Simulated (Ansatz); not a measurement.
# Zr₂+ (sextet): wave-function methods side by side, def2-TZVPP

One table from this session's results is given with a row withheld; the runs are named, their logs left out.

Method: def2-TZVPP, core rule «outside noble gas», up to 8 orbitals frozen; program: Ansatz 0.2.0, Gaussian basis.

To be run: UHF; ROHF; CCSD(T) on UHF.

## The geometry

The geometry is a PBE0/def2-TZVP stationary point (not a proven minimum) of the parent state, kept for this charge and spin. No spin-orbit coupling is included. Elements past krypton take def2 core potentials.

2 atoms, charge 1, spin multiplicity 6.

Atoms are counted from 1 here; the program's logs count them from 0.

Bond lengths: Zr1–Zr2 2.388 Å.

The first run:

File in.yaml:

```yaml
crystal:
  periodic: [false, false, false]
  atoms:
    - {symbol: Zr, position_ang: [0.000000, 0.000000, 0.000000]}
    - {symbol: Zr, position_ang: [0.000000, 0.000000, 2.387600]}
basis:
  gaussian: {orbitals: def2-TZVPP}
total_charge: 1
magnetization: {spin_polarized: true, initial_magnetization: 5}
hamiltonian: {xc: hf}
output: {orbitals: {seedname: orbitals}}
```

On the command line:

```
$ ansatz run in.yaml --threads 1 --pin off --events-out ev --progress --plain --max-ram 2816MiB --backend cpu
```

Steps of the session up to this table: UHF; ROHF; CCSD(T) on UHF.

One of the session's tables, all rows but one given; the rest of the session is left out.

It belongs to the step «Misses and costs». 

```
  method  from UCCSD(T) (kcal/mol)
    ROHF                   +109.81
    UMP2                         ?
   UCCSD                     +9.19
UCCSD(T)                         0
```

**Question.** Estimate the row for UMP2.

The run gave: from UCCSD(T) (kcal/mol): +18.59. In the column «from UCCSD(T) (kcal/mol)» it lies between UCCSD (+9.19) and ROHF (+109.81).

Left out of the table: UHF (another determinant or state than the rows shown).

Caveats from the session: Warnings: spin contamination; coupled cluster took another determinant than the lowest.
